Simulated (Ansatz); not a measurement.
# CF4: the cost of one run

Program: Ansatz 0.2.0. Level of theory: DFT PBE+D3(BJ), plane waves, PAW, scalar-relativistic, no spin polarisation. These are calculated values, not measurements.

## Step 1: The starting structure

The cell holds 30 atoms (C6F24): a = 8.437 Å, b = 8.437 Å, c = 8.437 Å, α = 90.00°, β = 90.00°, γ = 90.00°.

The coordinates stand in the first input below.

## Step 2: Preparing the start

File input.yaml:

```yaml
accuracy: low
crystal:
  lattice:
    - [8.437137, 0.0, 0.0]
    - [0.0, 8.437137, 0.0]
    - [0.0, 0.0, 8.437137]
  atoms:
    - { symbol: C, position: [0.7486846, 0.7002304, 0.9649523] }
    - { symbol: F, position: [0.8350928, 0.8303425, 0.9855742] }
    - { symbol: F, position: [0.7318878, 0.6259391, 1.1028633] }
    - { symbol: F, position: [0.6068205, 0.7397294, 0.9089596] }
    - { symbol: F, position: [0.8209373, 0.6049107, 0.8624122] }
    - { symbol: C, position: [0.7737349, 0.4783253, 0.4595057] }
    - { symbol: F, position: [0.7600814, 0.6338855, 0.43864] }
    - { symbol: F, position: [0.911773, 0.446503, 0.528452] }
    - { symbol: F, position: [0.6562359, 0.4271144, 0.5511148] }
    - { symbol: F, position: [0.7668491, 0.4057982, 0.3198161] }
    - { symbol: C, position: [0.4726188, 0.3348372, 0.8901698] }
    - { symbol: F, position: [0.5926043, 0.3652016, 0.9876493] }
    - { symbol: F, position: [0.3630848, 0.2509589, 0.9662455] }
    - { symbol: F, position: [0.4097496, 0.4704633, 0.8404323] }
    - { symbol: F, position: [0.5250364, 0.2527253, 0.7663523] }
    - { symbol: C, position: [0.2339579, 0.1856736, 0.4235952] }
    - { symbol: F, position: [0.2985976, 0.301705, 0.338865] }
    - { symbol: F, position: [0.1305454, 0.2465306, 0.5256884] }
    - { symbol: F, position: [0.1598825, 0.08534, 0.3273311] }
    - { symbol: F, position: [0.3468063, 0.1091186, 0.5024962] }
    - { symbol: C, position: [0.4981772, 0.9583376, 0.1668184] }
    - { symbol: F, position: [0.5991073, 1.0267617, 0.0670585] }
    - { symbol: F, position: [0.4838634, 0.8056877, 0.1305709] }
    - { symbol: F, position: [0.5522123, 0.9724908, 0.3141299] }
    - { symbol: F, position: [0.3575258, 1.0284104, 0.1555142] }
    - { symbol: C, position: [0.9545381, 0.2298258, 0.9303873] }
    - { symbol: F, position: [1.0728079, 0.2751502, 1.0240822] }
    - { symbol: F, position: [0.8447557, 0.1563268, 1.0162155] }
    - { symbol: F, position: [0.8910559, 0.3562542, 0.8610574] }
    - { symbol: F, position: [1.009533, 0.131572, 0.8201942] }
basis:
  ecutwfc: 420.0
kpoints:
  mp_grid: { grid: [1, 1, 1] }
hamiltonian:
  xc: pbe
  dispersion: d3bj
scf:
  occupations: { method: fermi_dirac, width: 0.05 }
  lower_state_search: "off"
relax:
  f_tol: 0.3
  max_steps: 15
  adjacent_minimum: "off"
```

On the command line:

```
$ ansatz run input.yaml --threads 1 --pin off --max-ram 3072MiB --backend cpu --events-out ev --progress --plain --runs-dir out
```

What time and memory should one allow on 1 thread of Arm Neoverse V1, shared host?

About 54 s, with a peak of 0.55 GiB.
